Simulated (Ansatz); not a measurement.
# BH6NO2Si: up Jacob's ladder to CCSD(T)

An exercise on one series of results from a longer session: the logs are not shown, and one member is left open.

Method: functionals in def2-TZVPP, the program's frozen cores in correlated methods; program: Ansatz 0.2.0, Gaussian basis.

Plan: PBE-D4, r2SCAN-D4, PBE0-D4, B3LYP-D4, ωB97X-V, ωB97M-V, B2PLYP; CCSD(T)/def2-TZVPP; MP2/def2-QZVPP; extrapolation to the limit.

### Structure used throughout

All runs share one geometry, relaxed beforehand with PBE0-D4 in a triple-zeta def2 set.

SMILES `OBN[SiH2]O`, 11 atoms, charge 0, spin multiplicity 1.

Atoms are counted from 1 here; the program's logs count them from 0.

Bond lengths: O1–B2 1.360 Å, O1–H6 0.962 Å, B2–N3 1.427 Å, B2–H7 1.198 Å, N3–Si4 1.716 Å, N3–H8 1.010 Å, Si4–O5 1.643 Å, Si4–H9 1.490 Å, Si4–H10 1.487 Å, O5–H11 0.958 Å. Angles: B2–O1–H6 114.2°, O1–B2–N3 123.9°, O1–B2–H7 116.7°, N3–B2–H7 119.4°, B2–N3–Si4 129.9°, B2–N3–H8 113.9°, Si4–N3–H8 116.1°, N3–Si4–O5 109.4°, N3–Si4–H9 106.7°, N3–Si4–H10 111.4°, O5–Si4–H9 111.1°, O5–Si4–H10 108.9°, H9–Si4–H10 109.4°, Si4–O5–H11 117.8°.

As a file:

```xyz
11
BH6NO2Si
O    -0.8800    1.8966    0.9817
B    -0.3890    0.7567    1.5388
N     0.0155   -0.3861    0.7864
Si    0.0546   -0.6279   -0.9124
O     1.6157   -0.6429   -1.4250
H    -0.9415    1.8726    0.0222
H    -0.3042    0.7342    2.7330
H     0.3684   -1.1447    1.3521
H    -0.6991    0.5031   -1.5226
H    -0.5890   -1.9126   -1.2935
H     1.8138   -1.1059   -2.2400
```

The first run:

The input, in.yaml:

```yaml
crystal:
  periodic: [false, false, false]
  atoms:
    - {symbol: O, position_ang: [-0.880017, 1.896621, 0.981711]}
    - {symbol: B, position_ang: [-0.388995, 0.756725, 1.538761]}
    - {symbol: N, position_ang: [0.015492, -0.386118, 0.786367]}
    - {symbol: Si, position_ang: [0.054618, -0.627916, -0.912380]}
    - {symbol: O, position_ang: [1.615681, -0.642853, -1.425046]}
    - {symbol: H, position_ang: [-0.941521, 1.872595, 0.022188]}
    - {symbol: H, position_ang: [-0.304215, 0.734166, 2.733045]}
    - {symbol: H, position_ang: [0.368407, -1.144688, 1.352126]}
    - {symbol: H, position_ang: [-0.699054, 0.503077, -1.522608]}
    - {symbol: H, position_ang: [-0.589043, -1.912584, -1.293485]}
    - {symbol: H, position_ang: [1.813846, -1.105925, -2.239978]}
basis:
  gaussian: {orbitals: def2-TZVPP}
hamiltonian: {xc: pbe, dispersion: d4}
output: {forces: true, orbitals: {seedname: orbitals}}
```

Launch:

```sh
ansatz run in.yaml --threads 4 --pin off --events-out ev --progress --plain --max-ram 10444MiB
```

Among the steps run: PBE-D4 (GGA); r2SCAN-D4 (meta-GGA); PBE0-D4 (hybrid); B3LYP-D4 (hybrid); ωB97X-V (range-separated); ωB97M-V (range-separated); B2PLYP (double hybrid); CCSD(T) in def2-TZVPP; MP2 in def2-QZVPP.

One table of the session follows, with a row left open; its other results are not shown here.

| method | atomisation energy (eV) |
| --- | --- |
| PBE-D4 | ? |
| r2SCAN-D4 | 43.766 |
| PBE0-D4 | 43.419 |
| B3LYP-D4 | 43.791 |
| ωB97X-V | 43.877 |
| ωB97M-V | 43.978 |
| B2PLYP | 43.382 |
| HF/def2-TZVPP | 31.623 |
| MP2/def2-TZVPP | 43.460 |
| CCSD/def2-TZVPP | 41.926 |
| CCSD(T)/def2-TZVPP | 42.537 |
| MP2/CBS | 44.754 |
| CCSD(T)/CBS | 43.832 |

Q: Estimate the row for PBE-D4 from the others.

As computed: atomisation energy (eV): 44.288. In the column «atomisation energy (eV)» it lies between ωB97M-V (43.978) and MP2/CBS (44.754).

Caveats from the session: Free atoms (2 O, 1 B, 1 N, 1 Si, 6 H) were run apart at each level; the atomisation energy is their sum less the molecule, without zero-point or spin-orbit terms.
